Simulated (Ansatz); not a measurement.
**CH₅FO₄W: one species, many methods**

One table from this session's results is given with a row withheld; the runs are named, their logs left out.

Method: functionals in def2-TZVPP, the program's frozen cores in correlated methods; program: Ansatz 0.2.0, Gaussian basis.

The runs, in order: PBE-D4, r2SCAN-D4, PBE0-D4, B3LYP-D4, ωB97X-V, ωB97M-V, B2PLYP; CCSD(T)/def2-TZVPP; MP2/def2-QZVPP; extrapolation to the limit.

### The relaxed structure

All runs share one geometry, relaxed beforehand with PBE0-D4 in a triple-zeta def2 set. W takes the def2 core potential; no spin-orbit term is included.

SMILES `C[O][W](=[O])([OH])([OH])[F]`, 12 atoms, charge 0, spin multiplicity 1.

Atoms are counted from 1 here; the program's logs count them from 0.

Bond lengths: C1–O2 1.399 Å, C1–H8 1.092 Å, C1–H9 1.095 Å, C1–H10 1.093 Å, O2–W3 1.851 Å, W3–O4 1.690 Å, W3–O5 1.884 Å, W3–O6 1.912 Å, W3–F7 1.908 Å, O5–H11 0.960 Å, O6–H12 0.960 Å. Angles: O2–C1–H8 109.0°, O2–C1–H9 109.4°, O2–C1–H10 110.1°, H8–C1–H9 109.5°, H8–C1–H10 109.3°, H9–C1–H10 109.4°, C1–O2–W3 141.4°, O2–W3–O4 104.9°, O2–W3–O5 93.2°, O2–W3–O6 148.7°, O2–W3–F7 84.7°, O4–W3–O5 106.4°, O4–W3–O6 105.6°, O4–W3–F7 105.3°, O5–W3–O6 84.7°, O5–W3–F7 147.7°, O6–W3–F7 80.8°, W3–O5–H11 122.4° and more.

As a file:

```xyz
12

C     0.4746    2.1325    0.0173
O    -0.4328    1.0690    0.0717
W    -0.5357   -0.7604   -0.1907
O    -1.9677   -0.9947   -1.0566
O    -0.9441   -1.1037    1.6166
O     0.3194   -2.4694   -0.1394
F     0.8085   -0.4669   -1.5122
H    -0.0640    3.0462   -0.2410
H     1.2319    1.9258   -0.7455
H     0.9616    2.2616    0.9878
H    -0.8072   -1.9641    2.0200
H     0.9555   -2.6760   -0.8282
```

The first run:

in.yaml reads:

```yaml
crystal:
  periodic: [false, false, false]
  atoms:
    - {symbol: C, position_ang: [0.474631, 2.132534, 0.017315]}
    - {symbol: O, position_ang: [-0.432780, 1.068960, 0.071730]}
    - {symbol: W, position_ang: [-0.535738, -0.760366, -0.190653]}
    - {symbol: O, position_ang: [-1.967658, -0.994736, -1.056634]}
    - {symbol: O, position_ang: [-0.944128, -1.103740, 1.616622]}
    - {symbol: O, position_ang: [0.319430, -2.469354, -0.139398]}
    - {symbol: F, position_ang: [0.808489, -0.466886, -1.512155]}
    - {symbol: H, position_ang: [-0.063987, 3.046220, -0.240962]}
    - {symbol: H, position_ang: [1.231884, 1.925848, -0.745471]}
    - {symbol: H, position_ang: [0.961572, 2.261624, 0.987771]}
    - {symbol: H, position_ang: [-0.807200, -1.964085, 2.020020]}
    - {symbol: H, position_ang: [0.955495, -2.676040, -0.828185]}
basis:
  gaussian: {orbitals: def2-TZVPP}
hamiltonian: {xc: pbe, dispersion: d4}
output: {forces: true, orbitals: {seedname: orbitals}}
```

Run with:

```
ansatz run in.yaml --threads 2 --pin off --events-out ev --progress --plain --max-ram 22528MiB --backend cuda --devices 0, --max-vram 18GiB
```

Among the steps run: PBE-D4 (GGA); r2SCAN-D4 (meta-GGA); PBE0-D4 (hybrid); B3LYP-D4 (hybrid); ωB97X-V (range-separated); ωB97M-V (range-separated); B2PLYP (double hybrid).

One of the session's tables, all rows but one given; the rest of the session is left out.

It belongs to the step «Orbital energies across the functionals». 

| functional | HOMO (eV) | LUMO (eV) | gap (eV) |
| --- | --- | --- | --- |
| PBE-D4 | -7.38 | -3.35 | 4.03 |
| r2SCAN-D4 | -7.75 | -3.30 | 4.45 |
| PBE0-D4 | -8.99 | -2.62 | 6.37 |
| B3LYP-D4 | -8.75 | -2.87 | 5.88 |
| ωB97X-V | -11.42 | -0.42 | 10.99 |
| ωB97M-V | ? | ? | ? |

Estimate the missing values for ωB97M-V.

**Answer.** HOMO (eV): -11.35; LUMO (eV): -0.47; gap (eV): 10.88. In the column «HOMO (eV)» it lies between ωB97X-V (-11.42) and PBE0-D4 (-8.99).
